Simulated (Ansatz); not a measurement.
# FH4SbSi: functionals against CCSD(T) at one geometry

An exercise on one series of results from a longer session: the logs are not shown, and one member is left open.

Method: single points in def2-TZVPP; program: Ansatz 0.2.0, Gaussian basis.

Cores are frozen in the correlated methods. Filled d shells of the heavier atoms are correlated. Core potentials replace the inner electrons past krypton, and spin-orbit coupling is left out.

## The system as given

SMILES `F[SiH2][SbH2]`, 7 atoms, charge 0, spin multiplicity 1.

Atoms are counted from 1 here; the program's logs count them from 0.

Bond lengths: F1–Si2 1.661 Å, Si2–Sb3 2.466 Å, Si2–H4 1.461 Å, Si2–H5 1.465 Å, Sb3–H6 1.821 Å, Sb3–H7 1.710 Å. Angles: F1–Si2–Sb3 104.7°, F1–Si2–H4 101.7°, F1–Si2–H5 101.6°, Sb3–Si2–H4 127.3°, Sb3–Si2–H5 109.8°, H4–Si2–H5 108.3°, Si2–Sb3–H6 92.1°, Si2–Sb3–H7 84.9°, H6–Sb3–H7 88.4°.

Coordinates:

```xyz
7
FH4SbSi
F    -1.9666    0.8755   -0.3965
Si   -0.6699   -0.1565   -0.5126
Sb    1.1583    0.9962    0.6755
H    -1.2797   -1.4382   -0.1678
H    -0.4114   -0.1423   -1.9549
H     0.8398    0.0631    2.2066
H     2.1249   -0.3078    0.1389
```

The first run:

run/in.yaml

```yaml
crystal:
  periodic: [false, false, false]
  atoms:
    - {symbol: F, position_ang: [-1.966600, 0.875500, -0.396500]}
    - {symbol: Si, position_ang: [-0.669900, -0.156500, -0.512600]}
    - {symbol: Sb, position_ang: [1.158300, 0.996200, 0.675500]}
    - {symbol: H, position_ang: [-1.279700, -1.438200, -0.167800]}
    - {symbol: H, position_ang: [-0.411400, -0.142300, -1.954900]}
    - {symbol: H, position_ang: [0.839800, 0.063100, 2.206600]}
    - {symbol: H, position_ang: [2.124900, -0.307800, 0.138900]}
basis:
  gaussian: {orbitals: def2-TZVPP}
correlation: {method: ccsd_t}
output: {forces: true}
```

No record of the launch command was kept for these runs.

Steps of the session up to this table: CCSD(T)/def2-TZVPP; PBE0-D4/def2-TZVPP; wB97M-V/def2-TZVPP; r2SCAN-D4/def2-TZVPP; PBE-D4/def2-TZVPP; SPW92/def2-TZVPP; CAM-B3LYP-D4/def2-TZVPP.

One of the session's tables, all rows but one given; the rest of the session is left out.

| method | RMS force component (eV/Å) | angle to CCSD(T) forces (°) | dipole (D) |
| --- | --- | --- | --- |
| CCSD(T) | 0.843 | reference | 1.84 |
| PBE0-D4 | 0.811 | 4.7 | 1.85 |
| wB97M-V | 0.799 | 3.7 | 1.81 |
| r2SCAN-D4 | 0.800 | 4.8 | 1.78 |
| PBE-D4 | 0.687 | 16.4 | 1.75 |
| SPW92 | 0.743 | 13.5 | 1.82 |
| CAM-B3LYP-D4 | ? | ? | ? |

Q: Estimate the row for CAM-B3LYP-D4 from the others.

As computed: RMS force component (eV/Å): 0.836; angle to CCSD(T) forces (°): 1.7; dipole (D): 1.86. In the column «RMS force component (eV/Å)» it lies between PBE0-D4 (0.811) and CCSD(T) (0.843).
